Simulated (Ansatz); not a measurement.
# InO: the cost of one run

Method: DFT PBEsol+D3(BJ), scalar-relativistic, plane waves, PAW, in Ansatz 0.2.0.

## 1. The system as given

Symmetry: P-6m2, No. 187, hexagonal system. Conventional cell: a = 3.454 Å, b = 3.454 Å, c = 15.877 Å, α = 90.00°, β = 90.00°, γ = 120.00°. In (site symmetry 3m) is surrounded by 3 O at 2.15 Å. O (site symmetry 3m) has 3 In at 2.15 Å in its first shell of neighbours.

As a file:

```cif
data_structure
_symmetry_space_group_name_H-M 'P 1'
_symmetry_Int_Tables_number 1
_cell_length_a 3.4536
_cell_length_b 3.4536
_cell_length_c 15.8771
_cell_angle_alpha 90.000
_cell_angle_beta 90.000
_cell_angle_gamma 120.000
_cell_volume 164.00
loop_
_atom_site_label
_atom_site_type_symbol
_atom_site_fract_x
_atom_site_fract_y
_atom_site_fract_z
_atom_site_occupancy
In1 In 0.66667 0.33333 0.59002 1
In2 In 0.66667 0.33333 0.40998 1
O1 O 0.00000 0.00000 0.63987 1
O2 O 0.00000 0.00000 0.36013 1
```

The structure comes from the Materials Project (structure only).

## 2. Probe: one point at the start

input.yaml

```yaml
crystal:
  lattice:
    - [3.4536138013, 0.0, 0.0]
    - [-1.7268069007, 2.9909172868, 0.0]
    - [0.0, 0.0, 15.8771]
  atoms:
    - { symbol: In, position: [0.66666667, 0.33333333, 0.590021] }
    - { symbol: In, position: [0.66666667, 0.33333333, 0.409979] }
    - { symbol: O, position: [0.0, 0.0, 0.639867] }
    - { symbol: O, position: [0.0, 0.0, 0.360133] }
basis:
  ecutwfc: 420
kpoints:
  mp_grid: { grid: [6, 6, 1] }
hamiltonian:
  xc: pbesol
  dispersion: d3bj
scf:
  occupations: { method: gaussian, width: 0.1 }
output:
  forces: true
  stress: true
  eigenvalues: true
```

Started as:

```
ansatz run input.yaml --threads 1 --pin off --max-ram 2560MiB --backend cpu --events-out ev --progress --plain --runs-dir out
```

Q: Estimate wall time and peak memory on 1 thread of Intel Xeon Platinum 8488C (Sapphire Rapids), shared host.

About 1.9 s, with a peak of 0.39 GiB.
